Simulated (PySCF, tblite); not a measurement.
# GeH7NO2SSi, a small molecule taken as a stand-in for a surface group (Ge site with back bonds O, S[SiH3], N): NMR shifts, core binding energies and electronic excitations

Aim: the NMR shifts, core binding energies and electronic excitations of `[NH2][Ge]([OH])([OH])[S][SiH3]`.

Computed with tblite 0.8.0 and PySCF 2.14.0; each step states its level. No surroundings beyond the atoms listed, unless a continuum is named. Atoms count from 0, parts from 1.

### 1 The system as given

13 atoms, charge 0, multiplicity 1; geometry: distance geometry start.

### 2 Geometry optimisation with GFN2-xTB

The job: settings as JSON, then the geometry in Å.

```
{"job": {"kind": "relax", "xc": "GFN2-xTB", "basis": "xTB"}, "charge": 0, "multiplicity": 1}
Ge    -0.883438    -0.215311    -0.369913
O     -1.726930    -1.495190    -1.283056
S      1.151140     0.053905    -1.160599
Si     2.662955     0.158271     0.350849
N     -1.897693     1.343072    -0.453217
O     -0.910307    -0.777212     1.346440
H     -1.643215    -2.377420    -0.808519
H      2.788316    -1.079249     1.129514
H      3.932895     0.369255    -0.357369
H      2.457013     1.295690     1.274980
H     -1.358113     2.219304    -0.472088
H     -2.663656     1.308854    -1.159240
H     -1.907048    -0.790936     1.576075
```

Level: GFN2-xTB geometry optimisation, gas phase.

Started as:

```console
$ OMP_NUM_THREADS=1 python cluster_run.py task.json out
```

This one command runs all jobs of the session in turn.

**Question.** The jobs that follow are: PBE0-D3(BJ)/def2-SVP geometry optimisation, gas phase; GIAO PBE0/pcSseg-1 NMR shielding, non-relativistic, gas phase; delta-SCF UKS SCAN, pcX-2 on the ionised atom, pcseg-1 elsewhere, spin-free X2C; TDDFT CAM-B3LYP/def2-SVPD, vertical, gas phase, core orbitals frozen in the response. Predict: point group; rotational constants (main isotopes); ¹H shifts against TMS (PBE0/pcSseg-1); ⁷³Ge shifts against GeMe4 (PBE0/pcSseg-1); ¹⁷O shifts against H2O (PBE0/pcSseg-1); ³³S shifts against CS2 (PBE0/pcSseg-1); ²⁹Si shifts against TMS (PBE0/pcSseg-1); ¹⁵N shifts against NH3 (PBE0/pcSseg-1); O1s binding energies, SCAN/pcX-2; S2p binding energies, SCAN/pcX-2; Si2p binding energies, SCAN/pcX-2; N1s binding energies, SCAN/pcX-2; lowest singlet (CAM-B3LYP/def2-SVPD); brightest single state of those computed; lowest triplet; vertical ionisation energy (ΔSCF).

The runs gave:

| quantity | value |
| --- | --- |
| point group | C1 |
| rotational constants (main isotopes) | 2.81, 1.06, 0.99 GHz |
| ¹H shifts against TMS (PBE0/pcSseg-1) | 4.79, 4.71, 4.56, 1.65, 1.48, 1.16, 0.54 ppm |
| ⁷³Ge shifts against GeMe4 (PBE0/pcSseg-1) | 75 ppm |
| ¹⁷O shifts against H2O (PBE0/pcSseg-1) | 81.0, 75.5 ppm |
| ³³S shifts against CS2 (PBE0/pcSseg-1) | -262 ppm |
| ²⁹Si shifts against TMS (PBE0/pcSseg-1) | -52.5 ppm |
| ¹⁵N shifts against NH3 (PBE0/pcSseg-1) | 33.0 ppm |
| O1s binding energies, SCAN/pcX-2 | O1 538.17, O5 538.14 eV |
| S2p binding energies, SCAN/pcX-2 | S2 169.05 eV |
| Si2p binding energies, SCAN/pcX-2 | Si3 107.28 eV |
| N1s binding energies, SCAN/pcX-2 | N4 404.94 eV |
| lowest singlet (CAM-B3LYP/def2-SVPD) | 5.95 eV (208 nm), f = 0.033 |
| brightest single state of those computed | state 3, 6.68 eV, f = 0.094 |
| lowest triplet | 5.53 eV |
| vertical ionisation energy (ΔSCF) | 9.56 eV |

The start of the PBE0/def2-SVP relaxation was shaken at random by about 0.01 Å, so part of the energy gained, and of the first lengths quoted, undoes that. Over 14 steps the energy fell by 0.214 eV; of the close pairs, Si3–H8 changed most, 1.415 to 1.493 Å (PBE0/def2-SVP). Hydrogens of an XH3 group are listed apart at this fixed geometry; free rotation makes them one line at their mean. At PBE0/pcSseg-1: The largest span, 244 ppm, is at S2, where the paramagnetic term is -303 ppm. At SCAN/pcX-2: the O1s levels computed lie within 0.03 eV of one another, too close to rank. The first singlet state (HOMO→LUMO 0.80) lies at 5.95 eV and is weak; of the 6 states computed, the strongest absorption comes from state 3 at 6.68 eV (the last state computed absorbs too, and its partners may lie past the list). The lowest triplet lies 0.42 eV below the lowest singlet (triplets in Tamm-Dancoff, singlets in full TDDFT). The orbital energy would give 8.82 eV for ionisation, ΔSCF gives 9.56 eV. Spin-orbit coupling is left out, which matters for shieldings and couplings at and beside the heavy atoms. A capped cluster stands for the solid here, so long-range fields and strain are missing, and bands or shifts of the capping hydrogens have no counterpart in it.
